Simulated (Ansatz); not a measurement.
# C2H7AlSSi: the cost of one run

All numbers below are computed with Ansatz 0.2.0 (RKS PBE-D4/def2-SVP).

## (1) Starting point

Bond lengths: C1–C2 1.361 Å, C2–Al3 1.961 Å, C2–Si4 1.789 Å, Si4–S5 2.124 Å, C1–H6 1.144 Å, C1–H7 1.043 Å, Al3–H8 1.651 Å, Al3–H9 1.595 Å, Si4–H10 1.450 Å, Si4–H11 1.547 Å, S5–H12 1.415 Å. Angles (14 of 16 angles, heavy atoms first): C1–C2–Al3 119.0°, C1–C2–Si4 122.0°, Al3–C2–Si4 118.9°, C2–Si4–S5 111.9°, C2–C1–H6 115.5°, C2–C1–H7 124.9°, C2–Al3–H8 118.0°, C2–Al3–H9 121.7°, C2–Si4–H10 113.0°, C2–Si4–H11 109.6°, S5–Si4–H10 109.0°, S5–Si4–H11 106.5°, Si4–S5–H12 91.7°, H6–C1–H7 119.6°.

As a file:

```xyz
12

C     1.4137   -0.0063   -0.9188
C     0.2842   -0.3293   -0.2320
Al    0.3368   -1.8290    1.0308
Si   -1.2170    0.6334   -0.3702
S    -1.2842    2.2061    1.0561
H     1.3270    0.8993   -1.6129
H     2.3282   -0.5000   -0.8286
H     1.7657   -2.6349    1.2160
H    -0.9186   -2.2012    1.9409
H    -1.4128    1.1884   -1.6953
H    -2.4405   -0.2699   -0.0858
H    -0.1054    2.7882    0.5340
```

## (2) End point A

Contents of input.yaml:

```yaml
crystal:
  periodic: [false, false, false]
  atoms:
    - { symbol: C, position_ang: [1.4137, -0.0063, -0.9188] }
    - { symbol: C, position_ang: [0.2842, -0.3293, -0.232] }
    - { symbol: Al, position_ang: [0.3368, -1.829, 1.0308] }
    - { symbol: Si, position_ang: [-1.217, 0.6334, -0.3702] }
    - { symbol: S, position_ang: [-1.2842, 2.2061, 1.0561] }
    - { symbol: H, position_ang: [1.327, 0.8993, -1.6129] }
    - { symbol: H, position_ang: [2.3282, -0.5, -0.8286] }
    - { symbol: H, position_ang: [1.7657, -2.6349, 1.216] }
    - { symbol: H, position_ang: [-0.9186, -2.2012, 1.9409] }
    - { symbol: H, position_ang: [-1.4128, 1.1884, -1.6953] }
    - { symbol: H, position_ang: [-2.4405, -0.2699, -0.0858] }
    - { symbol: H, position_ang: [-0.1054, 2.7882, 0.534] }
basis:
  gaussian: { orbitals: def2-SVP }
hamiltonian:
  xc: pbe
  dispersion: d4
relax:
  f_tol: 0.02
  max_steps: 50
```

Launch:

```
ansatz run input.yaml --threads 2 --pin off --max-ram 3072MiB --backend cpu --events-out ev --progress --plain --runs-dir out
```

Q: Estimate wall time and peak memory on 2 threads of AMD EPYC 9R45 (Zen 5), shared host.

About 28 s, with a peak of 0.19 GiB.
